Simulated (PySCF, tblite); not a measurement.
# C14H31Si12 radical: spin distribution

Wanted: spin distribution for C14H31Si12 radical.

Computed with tblite 0.8.0 and PySCF 2.14.0 and routines of our own; the level stands in each step. Atoms count from 0.

## 1. The starting structure

57 atoms, charge 0, multiplicity 2; geometry from: force field, distance geometry or constructed start.

## 2. Relaxing the molecule with GFN2-xTB

Job settings and geometry (Å):

```
{"job": {"kind": "relax", "xc": "GFN2-xTB", "basis": "xTB"}, "charge": 0, "multiplicity": 2}
C     -3.732100    -0.051100     0.047700
C     -1.560200    -2.226700     0.042400
C     -1.551800    -0.051600    -2.129700
C     -1.557700    -0.044900     2.223100
Si    -2.648000    -1.140500     1.142700
C     -1.560300     2.130200     0.046700
Si    -2.646900     1.042400    -1.044000
C      0.626400    -0.046600     0.050800
C      0.625700    -2.231400    -2.131100
C      2.800200    -0.050100    -2.129100
Si     1.710900    -1.140500    -3.222800
Si    -0.469500    -1.141300    -1.040700
C      0.619600    -0.048600    -4.305700
C      0.625200    -0.049900     4.406600
C      0.620800    -2.224200     2.229500
C      2.801100    -0.048700     2.235600
Si     1.713400    -1.137400     1.140200
Si    -0.468100    -3.322700     1.138300
Si    -0.467600    -1.137500     3.321800
C      0.625800     2.131600    -2.128000
Si     1.710700     1.044500    -1.039200
Si    -0.467900     1.042200    -3.220900
Si    -0.463600     3.225300    -1.034100
C      0.618800     2.126400     2.227800
Si     1.713500     1.043300     3.320200
Si    -0.473100     1.039800     1.141800
H     -4.365600    -0.676300    -0.580700
H     -4.366900     0.580600     0.679800
H     -2.185700    -2.858200    -0.582000
H     -2.185200    -0.678200    -2.756600
H     -2.182700     0.580600     2.857500
H     -3.480300    -1.969400     1.970900
H     -2.187300     2.760100     0.676700
H     -3.476300     1.870800    -1.868400
H      1.253500    -2.856800    -1.504700
H     -0.005800    -2.856400    -2.762900
H      3.431500    -0.678500    -1.505500
H      3.433200     0.582500    -2.762600
H      2.545500    -1.974600    -4.052200
H     -0.011100    -0.675200    -4.938800
H      1.252200     0.577700    -4.936200
H      1.258200    -0.684200     5.042300
H     -0.001400     0.581000     5.035000
H      3.434900    -0.679100     2.856800
H      3.428600     0.581700     1.602400
H      2.542500    -1.969100     0.304500
H     -1.296000    -4.150600     1.970100
H      0.364100    -4.148100     0.310200
H     -1.296800    -1.970300     4.150900
H      1.254200     2.760700    -2.758000
H      2.543500     1.864800    -0.206200
H     -1.291800     1.873400    -4.052400
H     -1.298800     4.051700    -1.872000
H      0.361000     4.050500    -0.212300
H      1.253000     2.759100     1.601500
H     -0.006800     2.763000     2.859200
H      2.551000     1.866400     4.148800
```

The run is started by

```sh
$ OMP_NUM_THREADS=2 python large_run.py task.json out
```

One launch serves the whole session: the jobs run in the order shown.

Output:

```text
step      E/eV     max force
  0   -1806.71806    1.436
  1   -1806.91585    1.041
  2   -1807.05897    0.603
  3   -1807.13683    0.737
  4   -1807.23461    0.567
  5   -1807.27633    0.299
  6   -1807.29457    0.178
  7   -1807.30299    0.156
  8   -1807.31066    0.204
  9   -1807.31986    0.188
 10   -1807.32820    0.123
 11   -1807.33533    0.134
 12   -1807.34146    0.132
 13   -1807.34620    0.111
 14   -1807.34913    0.079
 15   -1807.35083    0.068
 16   -1807.35205    0.058
 17   -1807.35309    0.055
 18   -1807.35392    0.045
 19   -1807.35462    0.043
 20   -1807.35536    0.043
 21   -1807.35617    0.062
 22   -1807.35692    0.056
 23   -1807.35747    0.036
 24   -1807.35789    0.037
 25   -1807.35835    0.047
 26   -1807.35888    0.052
 27   -1807.35942    0.045
 28   -1807.35991    0.043
 29   -1807.36036    0.042
 30   -1807.36076    0.038
 31   -1807.36108    0.028
 32   -1807.36133    0.025
 33   -1807.36156    0.024
 34   -1807.36183    0.035
 35   -1807.36213    0.037
 36   -1807.36238    0.024
 37   -1807.36257    0.021
 38   -1807.36272    0.022
 39   -1807.36284    0.025
 40   -1807.36295    0.017
```

Run time: 6.7 s. Hardware: 2 threads of Arm Neoverse N1, shared host; peak memory 0.17 GiB.

The steps of the relaxation:

```csv
step,energy from step 0 (eV),largest force (eV/Å)
0,0.0000,1.4366
1,-0.1978,1.0411
2,-0.3409,0.6039
3,-0.4188,0.7377
4,-0.5166,0.5676
5,-0.5583,0.2991
6,-0.5765,0.1783
7,-0.5849,0.1569
8,-0.5926,0.2033
10,-0.6101,0.1230
13,-0.6281,0.1105
15,-0.6328,0.0680
18,-0.6359,0.0448
20,-0.6373,0.0427
23,-0.6394,0.0361
25,-0.6403,0.0465
28,-0.6418,0.0437
30,-0.6427,0.0383
33,-0.6435,0.0247
36,-0.6443,0.0238
37,-0.6445,0.0210
38,-0.6447,0.0216
39,-0.6448,0.0249
40,-0.6449,0.0173
```

Close pairs (by a distance rule), those that changed most:

```csv
bond,before (Å),after (Å),change (Å)
Si20–H50,1.435,1.490,+0.054
Si6–H33,1.433,1.486,+0.053
Si21–H51,1.436,1.486,+0.051
Si22–H53,1.427,1.477,+0.050
Si4–H31,1.437,1.486,+0.049
Si24–H56,1.437,1.485,+0.048
Si18–H48,1.438,1.482,+0.044
Si16–H45,1.441,1.485,+0.044
```

The next job starts from the end point, and lists it.

## 3. Spin distribution: UKS PBE0/6-31G*

Job settings and geometry (Å):

```
{"job": {"kind": "spin", "xc": "PBE0", "basis": "6-31G*", "grid": 1}, "charge": 0, "multiplicity": 2}
C     -3.742898    -0.051168     0.051057
C     -1.550140    -2.249404     0.075078
C     -1.553464    -0.018422    -2.132797
C     -1.563496    -0.072777     2.237514
Si    -2.674463    -1.166714     1.156029
C     -1.541166     2.145361     0.018898
Si    -2.675499     1.064452    -1.052373
C      0.660986    -0.043226     0.045782
C      0.627062    -2.230268    -2.194776
C      2.811539    -0.042100    -2.199269
Si     1.747807    -1.168394    -3.293601
Si    -0.456006    -1.155793    -1.048254
C      0.632304    -0.053635    -4.352866
C      0.633031    -0.048961     4.458436
C      0.509857    -2.150583     2.152813
C      2.812895    -0.056111     2.297249
Si     1.751599    -1.160726     1.173473
Si    -0.482673    -3.384563     1.179436
Si    -0.478332    -1.158795     3.385874
C      0.596517     2.141245    -2.142387
Si     1.743894     1.057619    -1.072475
Si    -0.477185     1.053783    -3.272920
Si    -0.483621     3.269348    -1.073821
C      0.626152     2.127355     2.301002
Si     1.747559     1.060270     3.396351
Si    -0.455746     1.053595     1.155551
H     -4.395101    -0.663507    -0.565826
H     -4.395648     0.557340     0.671136
H     -2.174619    -2.883115    -0.554907
H     -2.185373    -0.652715    -2.754815
H     -2.197757     0.555800     2.863688
H     -3.560980    -2.012833     1.997111
H     -2.163625     2.776544     0.652437
H     -3.564026     1.908839    -1.892552
H      1.230210    -2.902952    -1.592196
H     -0.005436    -2.859729    -2.816745
H      3.481390    -0.641369    -1.588946
H      3.443830     0.582138    -2.826391
H      2.601581    -2.019649    -4.158810
H      0.014263    -0.661862    -5.009058
H      1.243085     0.568615    -5.002899
H      1.243080    -0.674333     5.104883
H      0.018528     0.559744     5.117452
H      3.447259    -0.682561     2.918654
H      3.479885     0.545456     1.686153
H      2.645745    -2.048753     0.387439
H     -1.347072    -4.221086     2.030117
H      0.344105    -4.293998     0.366742
H     -1.332706    -1.992663     4.264331
H      1.224485     2.773132    -2.770365
H      2.649160     1.952141    -0.298096
H     -1.326590     1.890955    -4.160167
H     -1.339936     4.121594    -1.923721
H      0.345732     4.190890    -0.270860
H      1.229084     2.801727     1.700213
H     -0.004836     2.757051     2.924113
H      2.599404     1.918924     4.257875
```

Method: UKS PBE0/6-31G* single point, non-relativistic, gas phase.

Output:

```text
start: PBE on a coarse grid of 49444 points
cycle   1  E = -4023.3560737284  dE =  3.297e+00  |g| = 1.118e+00  |ddm| = 5.278e+00
cycle   2  E = -4022.0207505376  dE =  1.335e+00  |g| = 1.861e+00  |ddm| = 3.813e+00
cycle   3  E = -4023.9277751661  dE = -1.907e+00  |g| = 3.870e-01  |ddm| = 3.046e+00
cycle   4  E = -4024.0142968516  dE = -8.652e-02  |g| = 1.017e-01  |ddm| = 7.435e-01
cycle   5  E = -4024.0186179668  dE = -4.321e-03  |g| = 5.619e-02  |ddm| = 2.101e-01
cycle   6  E = -4024.0203881621  dE = -1.770e-03  |g| = 1.041e-02  |ddm| = 8.546e-02
cycle   7  E = -4024.0204400793  dE = -5.192e-05  |g| = 5.957e-03  |ddm| = 2.239e-02
final grid: 199550 points
cycle   8  E = -4024.0956303468  dE = -1.703e-02  |g| = 2.636e-02  |ddm| = 4.782e-01
cycle   9  E = -4024.0955873922  dE =  4.295e-05  |g| = 3.191e-02  |ddm| = 8.633e-02
cycle  10  E = -4024.0961462977  dE = -5.589e-04  |g| = 4.997e-03  |ddm| = 4.682e-02
cycle  11  E = -4024.0961526619  dE = -6.364e-06  |g| = 3.930e-03  |ddm| = 1.346e-02
cycle  12  E = -4024.0961633877  dE = -1.073e-05  |g| = 6.678e-04  |ddm| = 6.471e-03
cycle  13  E = -4024.0961627065  dE =  6.812e-07  |g| = 3.758e-04  |ddm| = 1.555e-03
cycle  14  E = -4024.0961649388  dE = -2.232e-06  |g| = 1.157e-04  |ddm| = 8.398e-04
cycle  15  E = -4024.0961648462  dE =  9.264e-08  |g| = 7.288e-05  |ddm| = 2.945e-04
converged SCF energy = -4024.0961648462
<S^2> = 0.7546

atom   charge     spin (Mulliken)
  0 C   -0.7565   0.0015
  1 C   -0.7538   0.0475
  2 C   -0.7509   0.0018
  3 C   -0.7444   0.0470
  4 Si   0.5980  -0.0029
  5 C   -0.7604   0.0016
  6 Si   0.6042  -0.0005
  7 C   -0.7415   0.0470
  8 C   -0.7629   0.0003
  9 C   -0.7761  -0.0002
 10 Si   0.6159  -0.0002
 11 Si   0.7019  -0.0027
 12 C   -0.7657   0.0000
 13 C   -0.7706   0.0051
 14 C   -0.5160   0.9247
 15 C   -0.7817   0.0039
 16 Si   0.5649  -0.0344
 17 Si   0.4554  -0.0433
 18 Si   0.5892  -0.0383
 19 C   -0.7752   0.0039
 20 Si   0.5870   0.0079
 21 Si   0.6069  -0.0001
 22 Si   0.4704  -0.0002
 23 C   -0.7628   0.0000
 24 Si   0.6179  -0.0013
 25 Si   0.7010  -0.0022
 26 H    0.2034   0.0001
 27 H    0.2035   0.0002
 28 H    0.2151   0.0059
 29 H    0.2103   0.0000
 30 H    0.2104   0.0060
 31 H   -0.0536   0.0003
 32 H    0.2152   0.0001
 33 H   -0.0529   0.0003
 34 H    0.2210   0.0000
 35 H    0.2030  -0.0001
 36 H    0.2179  -0.0000
 37 H    0.2046   0.0001
 38 H   -0.0613   0.0000
 39 H    0.2023  -0.0000
 40 H    0.2027   0.0000
 41 H    0.2075  -0.0002
 42 H    0.2035  -0.0001
 43 H    0.2091  -0.0002
 44 H    0.2201  -0.0001
 45 H   -0.0528   0.0039
 46 H   -0.0594   0.0048
 47 H   -0.0641   0.0058
 48 H   -0.0507   0.0050
 49 H    0.2184   0.0010
 50 H   -0.0548  -0.0004
 51 H   -0.0527   0.0002
 52 H   -0.0593   0.0002
 53 H   -0.0648   0.0000
 54 H    0.2222  -0.0000
 55 H    0.2031  -0.0000
 56 H   -0.0614   0.0012

charge  mult   E - E0 / eV    <S^2>
   0     4       6.0713     3.758
   1     1       7.5017     0.001
  -1     1      -1.5012     0.000
```

Wall time 13 min (2 threads of Arm Neoverse N1, shared host); peak memory 1.6 GiB.

In short:

```csv
quantity,value
⟨S²⟩,0.755
```

Mulliken spin populations:

C0 0.00; C1 0.05; C2 0.00; C3 0.05; Si4 0.00; C5 0.00; Si6 0.00; C7 0.05; C8 0.00; C9 0.00; Si10 0.00; Si11 0.00; C12 0.00; C13 0.01; C14 0.92; C15 0.00; Si16 -0.03; Si17 -0.04; Si18 -0.04; C19 0.00; Si20 0.01; Si21 0.00; Si22 0.00; C23 0.00; Si24 0.00; Si25 0.00; H26 0.00; H27 0.00; H28 0.01; H29 0.00; H30 0.01; H31 0.00; H32 0.00; H33 0.00; H34 0.00; H35 0.00; H36 0.00; H37 0.00; H38 0.00; H39 0.00; H40 0.00; H41 0.00; H42 0.00; H43 0.00; H44 0.00; H45 0.00; H46 0.00; H47 0.01; H48 0.01; H49 0.00; H50 0.00; H51 0.00; H52 0.00; H53 0.00; H54 0.00; H55 0.00; H56 0.00

## 4. Results

```
                      quantity                                    value
⟨S²⟩ (step 3, UKS PBE0/6-31G*)                                    0.755
        largest Mulliken spins  C14 +0.92, C1 +0.05, C3 +0.05, C7 +0.05
      charge 0, multiplicity 4                 +6.07 eV from this state
      charge 1, multiplicity 1                 +7.50 eV from this state
     charge -1, multiplicity 1                 -1.50 eV from this state
```

**Reading.** The largest spin population, +0.92, lies on C14.
